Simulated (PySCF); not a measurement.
# C₄H₁₅BN₂: magnetic properties

Aim: compute the magnetic properties of C₄H₁₅BN₂ (`[BH3-][N+](C)(C)CCN`).

Programs: PySCF 2.14.0, with routines of our own; each step states its level. All values are computed. Atoms count from 0.

## 1. The system as given

22 atoms, charge 0, multiplicity 1; geometry from: GFN2-xTB.

## 2. Magnetic properties: GIAO HF/pcSseg-1

Job settings and geometry (Å):

```
{"job": {"kind": "mag", "xc": "HF", "basis": "pcSseg-1", "isotopologues": 2}, "charge": 0, "multiplicity": 1}
B     -1.940168    -1.010234     0.516951
N     -0.680970    -0.069835     0.008868
C     -0.898002     0.275746    -1.392151
C     -0.651844     1.152956     0.808862
C      0.547900    -0.851679     0.186933
C      1.845883    -0.284113    -0.398590
N      2.275624     0.931448     0.278845
H     -1.966605    -1.959199    -0.206668
H     -2.920095    -0.338968     0.418846
H     -1.706006    -1.312199     1.646994
H     -0.187017     1.031523    -1.733638
H     -1.908279     0.663577    -1.501332
H     -0.811600    -0.619352    -2.004516
H     -1.581262     1.696680     0.655930
H     -0.586888     0.887551     1.861412
H      0.199292     1.777957     0.534396
H      0.677966    -1.006996     1.259920
H      0.369692    -1.828952    -0.266357
H      2.595038    -1.092309    -0.337754
H      1.719535    -0.044140    -1.456918
H      3.131184     1.281700    -0.138061
H      2.466213     0.738224     1.257178
```

With the program's defaults for keys left out, this is: GIAO HF/pcSseg-1 magnetisability, rotational g tensor and spin-rotation constants, non-relativistic, gas phase.

Started as:

```console
$ OMP_NUM_THREADS=1 python excited_run.py task.json out
```

The driver reads the jobs from task.json and runs them one after another.

What it wrote:

```text
final grid: 158608 points
cycle   1  E = -293.5859932154  dE =  1.383e+00  |g| = 5.990e-01  |ddm| = 3.695e+00
cycle   2  E = -293.6843045040  dE = -9.831e-02  |g| = 2.746e-01  |ddm| = 6.984e-01
cycle   3  E = -293.7005851646  dE = -1.628e-02  |g| = 7.779e-02  |ddm| = 2.419e-01
cycle   4  E = -293.7023700409  dE = -1.785e-03  |g| = 1.671e-02  |ddm| = 8.996e-02
cycle   5  E = -293.7024400360  dE = -7.000e-05  |g| = 3.695e-03  |ddm| = 1.580e-02
cycle   6  E = -293.7024454788  dE = -5.443e-06  |g| = 1.117e-03  |ddm| = 5.485e-03
cycle   7  E = -293.7024462467  dE = -7.679e-07  |g| = 3.412e-04  |ddm| = 2.352e-03
cycle   8  E = -293.7024463383  dE = -9.161e-08  |g| = 1.102e-04  |ddm| = 9.741e-04
cycle   9  E = -293.7024463447  dE = -6.433e-09  |g| = 2.414e-05  |ddm| = 2.499e-04
cycle  10  E = -293.7024463451  dE = -3.763e-10  |g| = 7.724e-06  |ddm| = 6.198e-05
converged SCF energy = -293.7024463451

Magnetisability tensor (1e-30 J/T^2)
    -1360.41      -50.30        7.63
      -50.30    -1402.90      -42.23
        7.63      -42.23    -1314.06
isotropic -1359.13   principal values   -1444.10  -1347.16  -1286.12
isotropic susceptibility -81.848 1e-6 cm^3/mol

Inertial axes            a          b          c
rot. const./GHz      4.0391     1.7366     1.6705
chi total           -83.190    -84.468    -77.888
chi diamagnetic    -440.751   -847.876   -876.007
chi paramagnetic    357.561    763.408    798.119
quadrupole/D A       -8.438      3.840      4.597
g nuclear            0.6734     0.6158     0.6141
g electronic        -0.6785    -0.6228    -0.6264
g total             -0.0051    -0.0070    -0.0123

Spin-rotation constants (kHz, H = +C I.J)
atom  isotope        aa         bb         cc
  0    11B        0.521      0.320      0.290
  1    14N        0.161      0.065      0.067
  6    14N        0.166      0.079      0.056
  7     1H       -0.362      0.051     -0.159
  8     1H       -0.110     -0.092     -0.125
  9     1H       -0.376     -0.159      0.052
 10     1H       -0.107     -0.165     -0.113
 11     1H       -0.025     -0.143     -0.152
 12     1H       -0.458      0.056     -0.184
 13     1H       -0.138     -0.120     -0.137
 14     1H       -0.474     -0.171      0.050
 15     1H       -0.015     -0.136     -0.107
 16     1H       -0.472     -0.163      0.042
 17     1H       -0.405      0.045     -0.180
 18     1H       -0.258     -0.083     -0.111
 19     1H       -0.416     -0.191      0.060
 20     1H       -0.048     -0.214     -0.164
 21     1H       -0.490     -0.197     -0.016
  2    13C*       0.782      0.303      0.230
  4    13C*       0.742      0.330      0.321
  5    13C*       0.657      0.249      0.300
* in the singly substituted isotopologue

Isotopologues: g along a, b, c
2H    at 7,8,9,10,11,12    -0.0038    -0.0056    -0.0096
10B   at 0                 -0.0055    -0.0074    -0.0125
```

It took 28 s on 1 thread of Arm Neoverse N1, shared host; peak memory 0.94 GiB.

In short:

| quantity | value |
| --- | --- |
| magnetisability | -1359·10⁻³⁰ J/T² |
| molar susceptibility | -81.8·10⁻⁶ cm³/mol |
| rotational g (a, b, c) | -0.0051, -0.0070, -0.0123 |

## 3. Magnetic properties: GIAO X3LYP/MINI in tetrahydrofuran

Settings changed since step 2:

```diff
@@ -1,2 +1,2 @@
-{"job": {"kind": "mag", "xc": "HF", "basis": "pcSseg-1", "isotopologues": 2}, "charge": 0, "multiplicity": 1}
+{"job": {"kind": "mag", "xc": "X3LYP", "basis": "MINI", "solvent": "tetrahydrofuran"}, "charge": 0, "multiplicity": 1}
 B     -1.940168    -1.010234     0.516951
```

Method: GIAO X3LYP/MINI magnetisability, non-relativistic, IEF-PCM tetrahydrofuran.

What it wrote:

```text
coarse grid: 16856 points
cycle   1  E = -293.1865744078  dE =  9.491e-01  |g| = 3.342e-01  |ddm| = 6.452e+00
cycle   2  E = -293.1914342254  dE = -4.860e-03  |g| = 3.335e-01  |ddm| = 1.045e+00
cycle   3  E = -293.2238780618  dE = -3.244e-02  |g| = 3.517e-02  |ddm| = 5.262e-01
cycle   4  E = -293.2241471076  dE = -2.690e-04  |g| = 1.747e-02  |ddm| = 7.462e-02
cycle   5  E = -293.2242304888  dE = -8.338e-05  |g| = 2.120e-03  |ddm| = 2.599e-02
cycle   6  E = -293.2242321051  dE = -1.616e-06  |g| = 3.108e-04  |ddm| = 4.483e-03
final grid: 158608 points
cycle   7  E = -293.2145487941  dE = -7.768e-06  |g| = 1.673e-03  |ddm| = 1.159e-02
cycle   8  E = -293.2145490722  dE = -2.781e-07  |g| = 1.434e-03  |ddm| = 5.396e-03
cycle   9  E = -293.2145497502  dE = -6.780e-07  |g| = 5.042e-05  |ddm| = 2.447e-03
cycle  10  E = -293.2145497509  dE = -6.587e-10  |g| = 2.900e-05  |ddm| = 1.330e-04
converged SCF energy = -293.2145497509

Magnetisability tensor (1e-30 J/T^2)
    -1551.89      -59.32       17.50
      -59.32    -1588.94      -37.71
       17.50      -37.71    -1491.48
isotropic -1544.10   principal values   -1635.56  -1535.72  -1461.04
isotropic susceptibility -92.988 1e-6 cm^3/mol

Inertial axes            a          b          c
rot. const./GHz      4.0391     1.7366     1.6705
chi total           -94.925    -95.272    -88.768
chi diamagnetic    -456.588   -864.329   -892.479
chi paramagnetic    361.663    769.058    803.711
quadrupole/D A       -9.146      4.179      4.967
```

Run time: 15 s. Hardware: 1 thread of Arm Neoverse N1, shared host; peak memory 0.57 GiB.

From this job:

| quantity | value |
| --- | --- |
| magnetisability | -1544·10⁻³⁰ J/T² |
| molar susceptibility | -93.0·10⁻⁶ cm³/mol |

## 4. Summary of results

| quantity | value |
| --- | --- |
| magnetisability (step 2, GIAO HF/pcSseg-1) | -1359·10⁻³⁰ J/T² |
| molar susceptibility (step 2, GIAO HF/pcSseg-1) | -81.8·10⁻⁶ cm³/mol |
| rotational g (a, b, c) (step 2, GIAO HF/pcSseg-1) | -0.0051, -0.0070, -0.0123 |

The values above hold for this geometry and these levels alone. Vibrational averaging and real surroundings are missing from these values.
